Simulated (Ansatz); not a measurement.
Runs of Ansatz 0.2.0 on TiSn. It takes space group Fm-3m (No. 225, cubic). Conventional cell: a = 5.601 Å, b = 5.601 Å, c = 5.601 Å, α = 90.00°, β = 90.00°, γ = 90.00°. Around Ti (site symmetry m-3m) lie 6 Sn at 2.80 Å. Around Sn (site symmetry m-3m) lie 6 Ti at 2.80 Å. The cell was built by a generator and needn't be a form met in nature.

| level | cutoff (eV) | gap on the mesh (eV) | pressure (GPa) |
| --- | --- | --- | --- |
| PBEsol | 420 | none | (a) |
| revPBE | 420 | none | 1.6 |
| LDA | 420 | none | -6.4 |
| BLYP | 420 | none | 4.0 |
| r2SCAN | 500 | none | (b) |

Alike in all rows: task band structure; potentials or basis Ansatz PAW; no spin polarisation; cell as given; k mesh 5 × 5 × 5; smearing fermi-dirac 0.05 eV; the mesh is coarse, so values aren't converged.

Q: Fill in the values left out.

A: (a) -3.7; (b) -0.9.

Caveats: all runs use coarse meshes; spin-orbit coupling is left out, which moves the levels of the heavy elements; the PAW data sets come from PBE, with cores solved anew for the run's functional, which leaves a small shift of forces and pressure.

A k mesh can miss the band edges, and the runs leave out spin-orbit coupling on Sn.

A gap of «none» marks a metal or a gap under the smearing width.

Runs at the PBE level aren't shown here.
